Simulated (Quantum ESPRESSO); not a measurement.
# TaF3 (Pm-3m) in Quantum ESPRESSO: a series of runs

One crystal, TaF3, is run at these levels: PBE, PBE+D2; tasks: phonons.

Everything below comes from runs of Quantum ESPRESSO 7.5. Logs are shortened: lines on timing, memory, paths and dates and some standing lists are left out, and cuts for length are marked.

## Step 1: Starting point

The structure is cubic, space group Pm-3m (No. 221). Conventional cell: a = 3.901 Å, b = 3.901 Å, c = 3.901 Å, α = 90.00°, β = 90.00°, γ = 90.00°. Ta (site symmetry m-3m) has 6 F at 1.95 Å as nearest neighbours. F (site symmetry 4/mmm) has 2 Ta at 1.95 Å as nearest neighbours.

## Step 2: Phonons, PBE

The input, pw.in:

```
&CONTROL
  calculation = 'scf'
  prefix = 'pwscf'
  outdir = './tmp'
  pseudo_dir = './pseudo'
  tprnfor = .true.
  tstress = .true.
  disk_io = 'low'
/
&SYSTEM
  ibrav = 0
  nat = 4
  ntyp = 2
  ecutwfc = 52
  ecutrho = 312
  nbnd = 25
  occupations = 'smearing'
  smearing = 'mv'
  degauss = 0.01469973
/
&ELECTRONS
  conv_thr = 8d-10
  electron_maxstep = 120
  mixing_beta = 0.5
/
ATOMIC_SPECIES
Ta   180.9479 Ta.GGA_PBE-JTH.UPF
F     18.9984 F.GGA_PBE-JTH.UPF
CELL_PARAMETERS angstrom
   3.9012005900    0.0000000000    0.0000000000
   0.0000000000    3.9012005900    0.0000000000
   0.0000000000    0.0000000000    3.9012005900
ATOMIC_POSITIONS angstrom
Ta     0.0000000000    0.0000000000    0.0000000000
F      1.9506002950    0.0000000000    0.0000000000
F      0.0000000000    1.9506002950    0.0000000000
F      0.0000000000    0.0000000000    1.9506002950
K_POINTS automatic
7 7 7 0 0 0
```

The input, relax.in:

```
&CONTROL
  calculation = 'vc-relax'
  prefix = 'pwscf'
  outdir = './tmp'
  pseudo_dir = './pseudo'
  tprnfor = .true.
  tstress = .true.
  disk_io = 'low'
  nstep = 40
  forc_conv_thr = 0.0001
  etot_conv_thr = 1d-06
/
&SYSTEM
  ibrav = 0
  nat = 4
  ntyp = 2
  ecutwfc = 52
  ecutrho = 312
  nbnd = 25
  occupations = 'smearing'
  smearing = 'mv'
  degauss = 0.01469973
/
&ELECTRONS
  conv_thr = 8d-10
  electron_maxstep = 120
  mixing_beta = 0.5
/
&IONS
  ion_dynamics = 'bfgs'
/
&CELL
  cell_dynamics = 'bfgs'
  press = 0
  press_conv_thr = 0.2
/
ATOMIC_SPECIES
Ta   180.9479 Ta.GGA_PBE-JTH.UPF
F     18.9984 F.GGA_PBE-JTH.UPF
CELL_PARAMETERS angstrom
   3.9012005900    0.0000000000    0.0000000000
   0.0000000000    3.9012005900    0.0000000000
   0.0000000000    0.0000000000    3.9012005900
ATOMIC_POSITIONS angstrom
Ta     0.0000000000    0.0000000000    0.0000000000
F      1.9506002950    0.0000000000    0.0000000000
F      0.0000000000    1.9506002950    0.0000000000
F      0.0000000000    0.0000000000    1.9506002950
K_POINTS automatic
7 7 7 0 0 0
```

The input, scf2.in:

```
&CONTROL
  calculation = 'scf'
  prefix = 'pwscf'
  outdir = './tmp'
  pseudo_dir = './pseudo'
  tprnfor = .true.
  tstress = .true.
  disk_io = 'low'
/
&SYSTEM
  ibrav = 0
  nat = 4
  ntyp = 2
  ecutwfc = 52
  ecutrho = 312
  nbnd = 25
  occupations = 'smearing'
  smearing = 'mv'
  degauss = 0.01469973
/
&ELECTRONS
  conv_thr = 1d-13
  electron_maxstep = 120
  mixing_beta = 0.5
  startingpot = 'file'
  startingwfc = 'file'
/
ATOMIC_SPECIES
Ta   180.9479 Ta.GGA_PBE-JTH.UPF
F     18.9984 F.GGA_PBE-JTH.UPF
CELL_PARAMETERS angstrom
   4.1169391076    0.0000000000    0.0000000000
   0.0000000000    4.1169391076    0.0000000000
   0.0000000000    0.0000000000    4.1169391076
ATOMIC_POSITIONS angstrom
Ta     0.0000000000    0.0000000000    0.0000000000
F      2.0584695538    0.0000000000    0.0000000000
F      0.0000000000    2.0584695538    0.0000000000
F      0.0000000000    0.0000000000    2.0584695538
K_POINTS automatic
7 7 7 0 0 0
```

The input, ph.in:

```
phonons of TaF3
&INPUTPH
  prefix = 'pwscf'
  outdir = './tmp'
  tr2_ph = 1d-18
  fildyn = 'dyn'
  niter_ph = 90
  alpha_mix(1) = 0.4
/
0.0000000000 0.0000000000 0.0000000000
```

The input, dynmat.in:

```
&INPUT
  fildyn = 'dyn'
  asr = 'crystal'
  filout = 'dynmat.disp'
  fileig = 'dynmat.eig'
/
```

Potentials or basis: JTH 2.0 PBE.

On the command line:

```
$ OMP_NUM_THREADS=1 mpirun -n 4 pw.x -nk 4 -in pw.in > pw.out
$ OMP_NUM_THREADS=1 mpirun -n 4 pw.x -nk 4 -in relax.in > relax.out
$ OMP_NUM_THREADS=1 mpirun -n 4 pw.x -nk 4 -in scf2.in > scf2.out
$ OMP_NUM_THREADS=1 mpirun -n 4 ph.x -nk 4 -in ph.in > ph.out
$ OMP_NUM_THREADS=1 mpirun -n 1 dynmat.x -in dynmat.in > dynmat.out
```

pw.out:

```text
This program is part of the open-source Quantum ESPRESSO suite
     for quantum simulation of materials; please cite
         "P. Giannozzi et al., J. Phys.:Condens. Matter 21 395502 (2009);
         "P. Giannozzi et al., J. Phys.:Condens. Matter 29 465901 (2017);
         "P. Giannozzi et al., J. Chem. Phys. 152 154105 (2020);
     in publications or presentations arising from this work. More details at

     file Ta.GGA_PBE-JTH.UPF: wavefunction(s)  5S 6S 5P 6P 5D 0D renormalized
     file F.GGA_PBE-JTH.UPF: wavefunction(s)  0S 2P 0P renormalized
     Message from routine setup:
     using ibrav=0 with symmetry is DISCOURAGED, use correct ibrav instead

     K-points division:     npool     =       4
     Subspace diagonalization in iterative solution of the eigenvalue problem:
     a serial algorithm will be used

     G-vector sticks info
     --------------------
     sticks:   dense  smooth     PW     G-vecs:    dense   smooth      PW
     Sum        1353     885    261                37385    20341    3239

     Using Slab Decomposition

     bravais-lattice index     =            0
     lattice parameter (alat)  =       7.3722  a.u.
     unit-cell volume          =     400.6743 (a.u.)^3
     number of atoms/cell      =            4
     number of atomic types    =            2
     number of electrons       =        34.00
     number of Kohn-Sham states=           25
     kinetic-energy cutoff     =      52.0000  Ry
     charge density cutoff     =     312.0000  Ry
     scf convergence threshold =      8.0E-10
     mixing beta               =       0.5000
     number of iterations used =            8  plain     mixing
     Exchange-correlation= SLA PW PBX PBC
                           (   1   4   3   4   0   0   0)

     celldm(1)=   7.372201  celldm(2)=   0.000000  celldm(3)=   0.000000
     celldm(4)=   0.000000  celldm(5)=   0.000000  celldm(6)=   0.000000

     crystal axes: (cart. coord. in units of alat)
               a(1) = (   1.000000   0.000000   0.000000 )
               a(2) = (   0.000000   1.000000   0.000000 )
               a(3) = (   0.000000   0.000000   1.000000 )

     reciprocal axes: (cart. coord. in units 2 pi/alat)
               b(1) = (  1.000000  0.000000  0.000000 )
               b(2) = (  0.000000  1.000000  0.000000 )
               b(3) = (  0.000000  0.000000  1.000000 )

     PseudoPot. # 1 for Ta read from file:
     Ta.GGA_PBE-JTH.UPF
     Pseudo is Projector augmented-wave + core cor, Zval = 13.0
     Generated using ATOMPAW code
     Shape of augmentation charge: SINC**2
     Using radial grid of 1120 points,  6 beta functions with:
                l(1) =   0
                l(2) =   0
                l(3) =   1
                l(4) =   1
                l(5) =   2
                l(6) =   2
     Q(r) pseudized with 0 coefficients

     PseudoPot. # 2 for F  read from file:
     F.GGA_PBE-JTH.UPF
     Pseudo is Projector augmented-wave + core cor, Zval =  7.0
     Generated using ATOMPAW code
     Shape of augmentation charge: SINC**2
     Using radial grid of  953 points,  4 beta functions with:
                l(1) =   0
                l(2) =   0
                l(3) =   1
                l(4) =   1
     Q(r) pseudized with 0 coefficients

     atomic species   valence    mass     pseudopotential
     Ta               13.00   180.94790     Ta( 1.00)
     F                 7.00    18.99840     F ( 1.00)

     48 Sym. Ops., with inversion, found

   Cartesian axes

     site n.     atom                  positions (alat units)
         1        Ta     tau(   1) = (   0.0000000   0.0000000   0.0000000  )
         2        F      tau(   2) = (   0.5000000   0.0000000   0.0000000  )
         3        F      tau(   3) = (   0.0000000   0.5000000   0.0000000  )
         4        F      tau(   4) = (   0.0000000   0.0000000   0.5000000  )

     number of k points=    20  Marzari-Vanderbilt smearing, width (Ry)=  0.0147
                       cart. coord. in units 2pi/alat
        k(    1) = (   0.0000000   0.0000000   0.0000000), wk =   0.0058309
        k(    2) = (   0.0000000   0.0000000   0.1428571), wk =   0.0349854
        k(    3) = (   0.0000000   0.0000000   0.2857143), wk =   0.0349854
        k(    4) = (   0.0000000   0.0000000   0.4285714), wk =   0.0349854
        k(    5) = (   0.0000000   0.1428571   0.1428571), wk =   0.0699708
        k(    6) = (   0.0000000   0.1428571   0.2857143), wk =   0.1399417
[... 12 lines left out ...]
        k(   19) = (   0.2857143   0.4285714   0.4285714), wk =   0.1399417
        k(   20) = (   0.4285714   0.4285714   0.4285714), wk =   0.0466472

     Dense  grid:    37385 G-vectors     FFT dimensions: (  45,  45,  45)

     Smooth grid:    20341 G-vectors     FFT dimensions: (  36,  36,  36)

     Check: negative core charge=   -0.000005

     Initial potential from superposition of free atoms

     starting charge      33.9992, renormalised to      34.0000
     Starting wfcs are   42 randomized atomic wfcs
     Checking if some PAW data can be deallocated...

     Self-consistent Calculation

     iteration #  1     ecut=    52.00 Ry     beta= 0.50
     Davidson diagonalization with overlap
     ethr =  1.00E-02,  avg # of iterations =  3.4

     total energy              =    -905.28879405 Ry
     estimated scf accuracy    <       0.34420283 Ry

     iteration #  2     ecut=    52.00 Ry     beta= 0.50
     Davidson diagonalization with overlap
     ethr =  1.01E-03,  avg # of iterations =  2.1

     total energy              =    -905.39163891 Ry
     estimated scf accuracy    <       0.06984427 Ry

     iteration #  3     ecut=    52.00 Ry     beta= 0.50
     Davidson diagonalization with overlap
     ethr =  2.05E-04,  avg # of iterations =  2.8

     total energy              =    -905.40566368 Ry
     estimated scf accuracy    <       0.00296327 Ry

     iteration #  4     ecut=    52.00 Ry     beta= 0.50
     Davidson diagonalization with overlap
     ethr =  8.72E-06,  avg # of iterations =  5.3

     total energy              =    -905.40579877 Ry
     estimated scf accuracy    <       0.00023307 Ry

     iteration #  5     ecut=    52.00 Ry     beta= 0.50
     Davidson diagonalization with overlap
     ethr =  6.85E-07,  avg # of iterations =  2.6

     total energy              =    -905.40581795 Ry
     estimated scf accuracy    <       0.00000201 Ry

     iteration #  6     ecut=    52.00 Ry     beta= 0.50
     Davidson diagonalization with overlap
     ethr =  5.90E-09,  avg # of iterations =  3.0

     total energy              =    -905.40581915 Ry
     estimated scf accuracy    <       0.00000052 Ry

     iteration #  7     ecut=    52.00 Ry     beta= 0.50
     Davidson diagonalization with overlap
     ethr =  1.52E-09,  avg # of iterations =  2.0

     total energy              =    -905.40581931 Ry
     estimated scf accuracy    <       0.00000003 Ry

     iteration #  8     ecut=    52.00 Ry     beta= 0.50
     Davidson diagonalization with overlap
     ethr =  8.08E-11,  avg # of iterations =  1.9

     End of self-consistent calculation

          k = 0.0000 0.0000 0.0000 (  2517 PWs)   bands (ev):

   -60.1095 -26.9339 -26.9339 -26.9339 -18.9515 -18.6461 -18.6461  -0.0355
    -0.0355  -0.0355   0.8824   0.8824   0.8824   0.9163   0.9163   0.9163
     8.8971   8.8971   8.8971   9.6338  12.7495  12.7495  18.7639  18.7640
    19.5551

          k = 0.0000 0.0000 0.1429 (  2537 PWs)   bands (ev):

   -60.1092 -27.0102 -26.9327 -26.9327 -18.8945 -18.6449 -18.4796  -0.4173
    -0.0274  -0.0274   0.6205   0.7621   0.7621   0.8559   0.9073   0.9073
     8.9133   9.1974   9.1974   9.9419  12.7739  13.2856  17.3131  18.9378
    19.1310

          k = 0.0000 0.0000 0.2857 (  2537 PWs)   bands (ev):

   -60.1084 -27.1727 -26.9302 -26.9302 -18.8547 -18.6421 -18.0055  -1.5128
     0.0006   0.0006   0.3433   0.4817   0.4817   0.7979   0.9101   0.9101
     8.9501   9.8742   9.8742  10.7274  12.8265  13.9033  16.2007  19.3675
    19.6968

          k = 0.0000 0.0000 0.4286 (  2533 PWs)   bands (ev):

   -60.1077 -27.2950 -26.9282 -26.9282 -18.8426 -18.6398 -17.5891  -2.3994
     0.0616   0.0616   0.2209   0.2354   0.2354   0.7521   0.9131   0.9131
     8.9800  10.4264  10.4264  11.8225  12.8666  13.0766  16.3271  19.7623
    20.4555

          k = 0.0000 0.1429 0.1429 (  2534 PWs)   bands (ev):

   -60.1088 -27.0097 -27.0085 -26.9316 -18.8241 -18.5296 -18.4406  -0.4260
    -0.3992  -0.0196   0.3308   0.6904   0.7203   0.7553   0.8216   0.9559
     9.2001   9.2272   9.4741  10.2463  13.0511  13.5992  17.4700  17.4783
    19.1942

          k = 0.0000 0.1429 0.2857 (  2547 PWs)   bands (ev):

   -60.1080 -27.1715 -27.0065 -26.9291 -18.7839 -18.4905 -18.0035  -1.5084
    -0.4063  -0.0799   0.0072   0.4716   0.5433   0.7379   0.7958   0.9956
     9.2500   9.8916  10.1159  11.0101  13.1853  14.2382  16.3092  17.9922
    19.6361

          k = 0.0000 0.1429 0.4286 (  2533 PWs)   bands (ev):

   -60.1074 -27.2937 -27.0044 -26.9271 -18.7733 -18.4861 -17.5879  -2.3965
    -0.4182  -0.2837   0.0663   0.2313   0.4472   0.7437   0.7965   0.9891
     9.2805  10.4451  10.6466  12.0796  13.1234  13.5385  16.4409  18.8614
    19.9089
[... 59 lines left out ...]
   -60.1056 -27.2875 -27.2872 -26.9987 -18.5134 -17.5873 -17.5771  -2.3916
    -2.3716  -1.1855  -0.3640  -0.3251  -0.1902   0.9311   0.9327   1.5050
    10.7456  10.7581  11.5660  13.8716  14.3580  15.4893  15.9727  17.3923
    18.1767

          k = 0.2857 0.2857 0.2857 (  2521 PWs)   bands (ev):

   -60.1061 -27.1665 -27.1641 -27.1641 -18.0913 -17.9656 -17.9656  -1.4997
    -1.4997  -1.4443  -0.6633  -0.5391  -0.5391   1.1649   1.1649   1.2828
    10.6858  10.7865  10.7865  12.6237  15.4806  15.4806  16.4358  17.1881
    17.1881

          k = 0.2857 0.2857 0.4286 (  2523 PWs)   bands (ev):

   -60.1055 -27.2868 -27.1635 -27.1619 -18.0480 -17.9635 -17.5812  -2.3810
    -1.4895  -1.4487  -0.9131  -0.8153  -0.5626   1.2035   1.2672   1.3696
    10.7919  11.1946  11.2839  13.4811  15.0754  15.6329  16.6965  17.0719
    18.1352

          k = 0.2857 0.4286 0.4286 (  2528 PWs)   bands (ev):

   -60.1048 -27.2847 -27.2844 -27.1605 -18.0041 -17.5845 -17.5745  -2.3875
    -2.3637  -1.4578  -1.1611  -0.8482  -0.8397   1.3147   1.3206   1.5078
    11.2842  11.3047  11.6650  14.0509  15.6246  16.1385  16.2293  17.4316
    18.0743

          k = 0.4286 0.4286 0.4286 (  2521 PWs)   bands (ev):

   -60.1042 -27.2826 -27.2822 -27.2822 -17.5891 -17.5724 -17.5724  -2.3841
    -2.3841  -2.3422  -1.1519  -1.1324  -1.1324   1.5008   1.5008   1.5181
    11.7301  11.7749  11.7749  13.9191  16.4954  17.1040  17.1040  17.6436
    17.6436

     the Fermi energy is    10.1426 ev

!    total energy              =    -905.40581931 Ry
     total all-electron energy =      -905.405819 Ry
     estimated scf accuracy    <          4.3E-10 Ry
     smearing contrib. (-TS)   =      -0.00141565 Ry
     internal energy E=F+TS    =    -905.40440367 Ry

     The total energy is F=E-TS. E is the sum of the following terms:
     one-electron contribution =    -155.47524770 Ry
     hartree contribution      =      95.85110956 Ry
     xc contribution           =     -55.40324983 Ry
     ewald contribution        =    -151.95277802 Ry
     one-center paw contrib.   =    -638.42423767 Ry

     convergence has been achieved in   8 iterations

     Forces acting on atoms (cartesian axes, Ry/au):

     atom    1 type  1   force =     0.00000000    0.00000000    0.00000000
     atom    2 type  2   force =     0.00000000    0.00000000    0.00000000
     atom    3 type  2   force =     0.00000000    0.00000000    0.00000000
     atom    4 type  2   force =     0.00000000    0.00000000    0.00000000

     Total force =     0.000000     Total SCF correction =     0.000000

     Computing stress (Cartesian axis) and pressure

          total   stress  (Ry/bohr**3)                   (kbar)     P=      241.14
   0.00163922   0.00000000   0.00000000          241.14        0.00        0.00
   0.00000000   0.00163922   0.00000000            0.00      241.14        0.00
   0.00000000   0.00000000   0.00163922            0.00        0.00      241.14

=------------------------------------------------------------------------------=
   JOB DONE.
=------------------------------------------------------------------------------=
```

Wall time 17 min (4 MPI ranks of Intel Xeon at 2.50GHz (Skylake/Cascade Lake), shared host); peak memory 0.68 GiB.

Results:

```
Free energy                            : -12319.3792 eV
Relaxed volume                         : 17.44 Å³/atom
Relaxed cell                           : a = 4.117 Å, b = 4.117 Å, c = 4.117 Å, α = 90.00°, β = 90.00°, γ = 90.00°
Space group after relaxing (to 0.05 Å) : Pm-3m (No. 221)
Pressure after relaxing                : -0.3 GPa
Band gap on the k mesh                 : none (metal or under the smearing width)
Highest phonon frequency at Γ          : 521 cm⁻¹
```

The path:
```tsv
step	energy change (eV)	largest force (eV/Å)	pressure (GPa)	volume (Å³)
1	0.0000	0.0000	24.11	59.37
2	-0.6357	0.0000	4.67	66.98
3	-0.6728	0.0000	1.04	69.10
4	-0.6750	0.0000	0.07	69.73
5	-0.6750	0.0000	0.00	69.78
```

Final structure:
```yaml
crystal:
  lattice:
    - [4.11694, 0.00000, 0.00000]
    - [0.00000, 4.11694, 0.00000]
    - [0.00000, 0.00000, 4.11694]
  atoms:
    - { symbol: Ta, position: [0.00000, 0.00000, 0.00000] }
    - { symbol: F, position: [0.50000, 0.00000, 0.00000] }
    - { symbol: F, position: [0.00000, 0.50000, 0.00000] }
    - { symbol: F, position: [0.00000, 0.00000, 0.50000] }
```

Phonon frequencies in cm⁻¹ (negative: imaginary):
| q point | frequencies |
| --- | --- |
| (0.000, 0.000, 0.000) | -13 -13 -13 229 229 229 263 263 263 521 521 521 |

Optical modes at Γ, degenerate ones joined:
```
cm⁻¹  components  symmetry  active in
 229           3       T2u     silent
 258           3       T1u         IR
 521           3       T1u         IR
```

Caveat: the mesh is thin for the phonons of a metal; the volume moved by over 15 % at a fixed basis, so the end points are rough.

[end of part 1 of 2]
